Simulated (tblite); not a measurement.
# C4H10Ge2OSi: the cost of one run

The runs use tblite 0.8.0 and PySCF 2.14.0, with density-fitted response routines of our own; the level of theory stands in each step. All values are computed, except where a source is named. Atoms are numbered from 0 throughout.

## (1) The starting structure

18 atoms, charge 0, multiplicity 1; geometry from: force field or distance geometry start.

Bonds of the start (Å): C0–C1 1.48, C1–C2 1.20, C2–Ge3 1.92, Ge3–O4 1.77, O4–C5 1.41, C5–Ge6 1.94, Ge6–Si7 2.28, Ge6–Ge3 2.36, C0–H8 1.11, C0–H9 1.11, C0–H10 1.11, Ge3–H11 1.54, C5–H12 1.11, C5–H13 1.12, Ge6–H14 1.55, Si7–H15 1.47, Si7–H16 1.47, Si7–H17 1.48.

## (2) Relaxing the molecule with GFN2-xTB

Job settings and geometry (Å):

```
{"job": {"kind": "relax", "xc": "GFN2-xTB", "basis": "xTB"}, "charge": 0, "multiplicity": 1}
C      4.356300     0.795100    -0.111900
C      2.980600     0.255500     0.025300
C      1.876100    -0.185300     0.164600
Ge     0.088900    -0.839800     0.378900
O     -0.302100    -2.144000    -0.755500
C     -1.403200    -1.532100    -1.398800
Ge    -1.559700     0.319700    -0.856800
Si    -3.498200     0.874800     0.211300
H      5.109500    -0.015900    -0.147000
H      4.423300     1.368300    -1.064000
H      4.535200     1.505500     0.724700
H     -0.202300    -1.148200     1.860800
H     -2.327100    -2.101900    -1.160700
H     -1.233900    -1.571700    -2.505200
H     -0.983400     1.380400    -1.826200
H     -3.374500     1.005600     1.674700
H     -4.524600    -0.112600    -0.135600
H     -3.969700     2.152800    -0.355300
```

On the command line:

```console
$ OMP_NUM_THREADS=1 python probes_run.py task.json out
```

One launch serves the whole session: the jobs run in the order shown.

Q: Estimate the wall time and peak memory of this first job on 1 thread of Arm Neoverse N1, shared host.

About 2 s, with a peak of 0.18 GiB.
